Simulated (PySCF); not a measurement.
**One shape, several levels: C2H5GeN (SMILES C1=[N][GeH2][CH2]1)**

Aim: a comparison of 6 runs (BLYP/def2-SVP, M06-2X/def2-SVP, M06-L/def2-SVP, SVWN5/def2-SVP, TPSS/def2-SVP, CCSD(T)/def2-SVP) of C2H5GeN. Input form: a Python script.

Program for the calculation: PySCF 2.14.0.

### 1 The molecule

C2H5GeN: 9 atoms, total charge 0, spin state singlet. As SMILES, `C1=[N][GeH2][CH2]1`. Geometry: relaxed at PBE0-D4/def2-TZVP.

Bond lengths: C1–N2 1.278 Å, N2–Ge3 1.910 Å, C1–C4 1.512 Å, Ge3–C4 1.983 Å, C1–H5 1.098 Å, Ge3–H6 1.538 Å, Ge3–H7 1.538 Å, C4–H8 1.092 Å, C4–H9 1.092 Å. Some angles: C1–N2–Ge3 89.9°, N2–C1–C4 114.8°, N2–Ge3–C4 74.4°, C1–C4–Ge3 80.9°, N2–C1–H5 121.7°, C4–C1–H5 123.5°, N2–Ge3–H6 115.0°, N2–Ge3–H7 115.0°, C4–Ge3–H6 118.6°, C4–Ge3–H7 118.6°.

### 2 A single-point energy at BLYP/def2-SVP (run 1)

Input file job.py:

```python
from pyscf import gto, dft

mol = gto.M(
    atom='''
C   -0.186800  -0.549700  -1.075100
N    1.035900  -0.182500  -1.141500
Ge   0.903900   0.560600   0.613000
C   -0.885400  -0.197100   0.218500
H   -0.675600  -1.079500  -1.903400
H    1.056500   2.089100   0.684100
H    1.776000  -0.127000   1.676700
H   -1.720500   0.497400   0.107000
H   -1.215600  -1.057700   0.803700
''',
    verbose=3,
    basis='def2-svp',
    max_memory=1860,
    charge=0,
)

mf = dft.RKS(mol, xc='blyp')
mf.grids.level = 5
mf.conv_tol = 1e-10
mf.kernel()
if not mf.converged:
    mf = mf.newton().run(mf.mo_coeff, mf.mo_occ)

energy = mf.e_tot
print('E(%s) = %.9f' % ('BLYP', energy))
```

Launch:

```console
$ OMP_NUM_THREADS=1 python job.py
```

Log:

```text
converged SCF energy = -2210.55237314399
E(BLYP) = -2210.552373144
```

It took 26 s on 1 thread of Intel Xeon Platinum 8259CL at 2.50GHz (Skylake/Cascade Lake), shared host; peak memory 0.52 GiB.

### 3 A single-point energy at M06-2X/def2-SVP (run 2)

Input file calc.py:

```python
# C1=[N][GeH2][CH2]1
from pyscf import gto, dft

mol = gto.Mole()
mol.atom = '''
C       -0.186800      -0.549700      -1.075100
N        1.035900      -0.182500      -1.141500
Ge       0.903900       0.560600       0.613000
C       -0.885400      -0.197100       0.218500
H       -0.675600      -1.079500      -1.903400
H        1.056500       2.089100       0.684100
H        1.776000      -0.127000       1.676700
H       -1.720500       0.497400       0.107000
H       -1.215600      -1.057700       0.803700
'''
mol.basis = 'def2-svp'
mol.max_memory = 1860
mol.verbose = 3
mol.charge = 0
mol.build()

mf = dft.RKS(mol)
mf.xc = 'm06-2x'
mf.grids.level = 5
mf.conv_tol = 1e-10
mf.kernel()
if not mf.converged:
    mf = mf.newton().run(mf.mo_coeff, mf.mo_occ)

etot = mf.e_tot
print('E = %.10f Eh' % etot)
```

Launch:

```console
$ OMP_NUM_THREADS=1 python calc.py
```

Log:

```text
converged SCF energy = -2210.4993500137
E = -2210.4993500137 Eh
```

It took 41 s on 1 thread of Intel Xeon Platinum 8259CL at 2.50GHz (Skylake/Cascade Lake), shared host; peak memory 0.53 GiB.

Run 3 isn't shown in full; the table further down has it.

### 4 A single-point energy at SVWN5/def2-SVP (run 4)

Input file calc.py:

```python
from pyscf import gto, dft

mol = gto.M(
    atom='''
C     -0.353001    -1.038782    -2.031645
N      1.957567    -0.344875    -2.157122
Ge     1.708123     1.059380     1.158402
C     -1.673164    -0.372465     0.412905
H     -1.276699    -2.039959    -3.596905
H      1.996496     3.947827     1.292762
H      3.356154    -0.239995     3.168504
H     -3.251274     0.939950     0.202201
H     -2.297151    -1.998763     1.518773
''',
    verbose=4,
    unit='bohr',
    charge=0,
    basis='def2-svp',
    max_memory=1860,
)

mf = dft.RKS(mol)
mf.xc = 'svwn'
mf.conv_tol = 1e-10
mf.grids.level = 5
mf.kernel()
if not mf.converged:
    mf = mf.newton().run(mf.mo_coeff, mf.mo_occ)

etot = mf.e_tot
print(f'total energy: {etot:.8f} hartree')
```

Launch:

```console
$ OMP_NUM_THREADS=1 python calc.py
```

Log:

```text
PySCF version 2.14.0

[... 83 lines left out ...]
converged SCF energy = -2206.23184431607
total energy: -2206.23184432 hartree
```

Run time: 14 s. Hardware: 1 thread of Intel Xeon Platinum 8259CL at 2.50GHz (Skylake/Cascade Lake), shared host; peak memory 0.34 GiB.

Run 5 isn't shown in full; the table further down has it.

### 5 The energy at CCSD(T)/def2-SVP (run 6)

Input file job.py:

```python
from pyscf import gto, cc

system = gto.Mole()
system.atom = '''
C     -0.353001    -1.038782    -2.031645
N      1.957567    -0.344875    -2.157122
Ge     1.708123     1.059380     1.158402
C     -1.673164    -0.372465     0.412905
H     -1.276699    -2.039959    -3.596905
H      1.996496     3.947827     1.292762
H      3.356154    -0.239995     3.168504
H     -3.251274     0.939950     0.202201
H     -2.297151    -1.998763     1.518773
'''
system.verbose = 3
system.basis = 'def2-svp'
system.max_memory = 1860
system.unit = 'bohr'
system.spin = 0
system.build()

hf = system.RHF()
hf.conv_tol = 1e-10
hf.kernel()
if not hf.converged:
    hf = hf.newton().run(hf.mo_coeff, hf.mo_occ)

mycc = cc.CCSD(hf, frozen=12)
mycc.kernel()
e_t = mycc.ccsd_t()
e_final = mycc.e_tot + e_t
print('E(%s) = %.9f' % ('CCSD(T)', e_final))
```

Launch:

```console
$ OMP_NUM_THREADS=1 python job.py
```

Log:

```text
converged SCF energy = -2208.04367582596
E(CCSD) = -2208.729682662001  E_corr = -0.6860068360363651
CCSD(T) correction = -0.0250172719006934
E(CCSD(T)) = -2208.754699934
```

It took 53 s on 1 thread of Intel Xeon Platinum 8259CL at 2.50GHz (Skylake/Cascade Lake), shared host; peak memory 0.63 GiB.

### 6 Overview of the runs

| run | level | integration grid | frozen core orbitals | energy (Eh) | dipole moment (D) of the reference | HOMO energy (eV) | LUMO energy (eV) | wall time |
| --- | --- | --- | --- | --- | --- | --- | --- | --- |
| 1 | BLYP/def2-SVP | 5 | – | -2210.552373 | 2.27 | -5.26 | -1.08 | 26 s |
| 2 | M06-2X/def2-SVP | 5 | – | -2210.499350 | 2.46 | -8.18 | 0.99 | 41 s |
| 3 | M06-L/def2-SVP | 5 | – | -2210.488466 | 2.44 | -5.64 | -0.97 | 41 s |
| 4 | SVWN5/def2-SVP | 5 | – | -2206.231844 | 2.39 | -5.51 | -1.46 | 14 s |
| 5 | TPSS/def2-SVP | 5 | – | -2210.569565 | 2.33 | -5.53 | -1.11 | 39 s |
| 6 | CCSD(T)/def2-SVP | – | 12 | -2208.754700 | 2.71 | -10.35 | 3.38 | 53 s |

### 7 Results

```
                                           quantity           value
                                run 6: total energy  -2208.75470 Eh
        run 6: dipole moment (Hartree–Fock density)          2.71 D
         run 6: HOMO energy (Hartree–Fock orbitals)       -10.35 eV
         run 6: LUMO energy (Hartree–Fock orbitals)         3.38 eV
       run 6: HOMO–LUMO gap (Hartree–Fock orbitals)        13.73 eV
run 6: correlation energy (12 core orbitals frozen)      -711.0 mEh
                              run 6: (T) correction      -25.02 mEh
                               run 6: T1 diagnostic           0.012
```

In words: Over runs 1, 2, 3, 4, 5 the dipole moment (its size) runs from 2.27 D (BLYP/def2-SVP) to 2.46 D (M06-2X/def2-SVP). Over runs 1, 2, 3, 4, 5 the HOMO–LUMO gap runs from 4.05 eV (SVWN5/def2-SVP) to 9.16 eV (M06-2X/def2-SVP). Totals of different functionals can't be ranked against each other. All runs together took 3.6 min, the longest 53 s.
